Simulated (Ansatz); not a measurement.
# B2Cl2F2H2S2: a ladder of functionals and wavefunction methods

An exercise on one series of results from a longer session: the logs are not shown, and one member is left open.

Program: Ansatz 0.2.0, Gaussian basis. Level of theory: functionals in def2-TZVPP, the program's frozen cores in correlated methods. These are calculated values, not measurements.

Plan: LDA (SPW92), PBE-D4, revPBE-D4, BLYP-D4, r2SCAN-D4, B97M-V, PBE0-D4, B3LYP-D4, r2SCANh-D4, r2SCAN0-D4, HSE06-D4, BHLYP-D4, CAM-B3LYP-D4, LC-ωPBE, ωB97X-V, ωB97M-V, B2PLYP, PBE-QIDH; CCSD(T)/def2-SVP; MP2/def2-TZVPP; MP2/def2-QZVPP; RPA on PBE.

### The relaxed structure

The geometry comes from an earlier relaxation with PBE0-D4 in a triple-zeta def2 set; it is a stationary point, not always the lowest conformer.

SMILES `F[B@-]1(Cl)[SH+][B@@-](F)(Cl)[SH+]1`, 10 atoms, charge 0, spin multiplicity 1.

Atoms are counted from 1 here; the program's logs count them from 0.

Bond lengths: F1–B2 1.345 Å, B2–Cl3 1.792 Å, B2–S4 2.007 Å, B2–S8 2.007 Å, S4–B5 2.007 Å, S4–H9 1.347 Å, B5–F6 1.345 Å, B5–Cl7 1.792 Å, B5–S8 2.007 Å, S8–H10 1.347 Å. Angles: F1–B2–Cl3 117.7°, F1–B2–S4 111.3°, F1–B2–S8 111.3°, Cl3–B2–S4 109.0°, Cl3–B2–S8 109.0°, S4–B2–S8 96.2°, B2–S4–B5 82.5°, B2–S4–H9 94.8°, B5–S4–H9 94.8°, S4–B5–F6 111.3°, S4–B5–Cl7 109.0°, S4–B5–S8 96.2°, F6–B5–Cl7 117.7°, F6–B5–S8 111.3°, Cl7–B5–S8 109.0°, B2–S8–B5 82.4°, B2–S8–H10 94.8°, B5–S8–H10 94.8°.

The first run:

Input file in.yaml:

```yaml
crystal:
  periodic: [false, false, false]
  atoms:
    - {symbol: F, position_ang: [-0.952256, -1.491322, -1.558556]}
    - {symbol: B, position_ang: [0.052240, -1.117811, -0.745993]}
    - {symbol: Cl, position_ang: [1.501797, -2.168755, -0.674338]}
    - {symbol: S, position_ang: [-0.605487, -0.781161, 1.120203]}
    - {symbol: B, position_ang: [0.357433, 0.960828, 0.861702]}
    - {symbol: F, position_ang: [-0.438667, 2.006627, 1.146856]}
    - {symbol: Cl, position_ang: [1.948896, 0.876329, 1.680813]}
    - {symbol: S, position_ang: [0.628567, 0.768525, -1.117729]}
    - {symbol: H, position_ang: [-1.804406, -0.305238, 0.732469]}
    - {symbol: H, position_ang: [-0.605116, 1.200778, -1.442429]}
basis:
  gaussian: {orbitals: def2-TZVPP}
hamiltonian: {xc: lda}
output: {orbitals: {seedname: orbitals}}
```

Run with:

```
$ ansatz run in.yaml --threads 4 --pin off --events-out ev --progress --plain --max-ram 11315MiB
```

Among the steps run: LDA; PBE-D4 (GGA); revPBE-D4 (GGA); BLYP-D4 (GGA); r2SCAN-D4 (meta-GGA); B97M-V (meta-GGA); B3LYP-D4 (hybrid); r2SCANh-D4 (hybrid); r2SCAN0-D4 (hybrid); HSE06-D4 (hybrid); BHLYP-D4 (hybrid); CAM-B3LYP-D4 (range-separated); LC-ωPBE (range-separated); ωB97X-V (range-separated); ωB97M-V (range-separated); B2PLYP (double hybrid); PBE-QIDH (double hybrid).

One of the session's tables, all rows but one given; the rest of the session is left out.

It belongs to the step «Orbital energies across the functionals». 

```
  functional  HOMO (eV)  gap (eV)
 LDA (SPW92)      -7.54      5.56
      PBE-D4      -7.39      5.61
   revPBE-D4      -7.32      5.65
     BLYP-D4      -7.22      5.57
   r2SCAN-D4      -7.73      6.13
      B97M-V      -7.83      6.26
     PBE0-D4      -8.73      7.86
    B3LYP-D4      -8.46      7.36
  r2SCANh-D4      -8.22      6.95
  r2SCAN0-D4      -8.93      8.16
    HSE06-D4      -8.33      7.08
    BHLYP-D4          ?         ?
CAM-B3LYP-D4     -10.05     10.29
     LC-ωPBE     -11.38     12.80
     ωB97X-V     -11.04     12.36
     ωB97M-V     -10.84     11.94
```

**Question.** Estimate the row for BHLYP-D4.

Worked estimate for «HOMO (eV)». Against the share of exact exchange, BLYP-D4 (0, -7.22), B3LYP-D4 (0.2, -8.46) give a slope of -6.20 per unit share; at 0.5 the line stands at -10.32.

The run gave: HOMO (eV): -9.88; gap (eV): 10.02. In «HOMO (eV)» the line misses by -0.44.
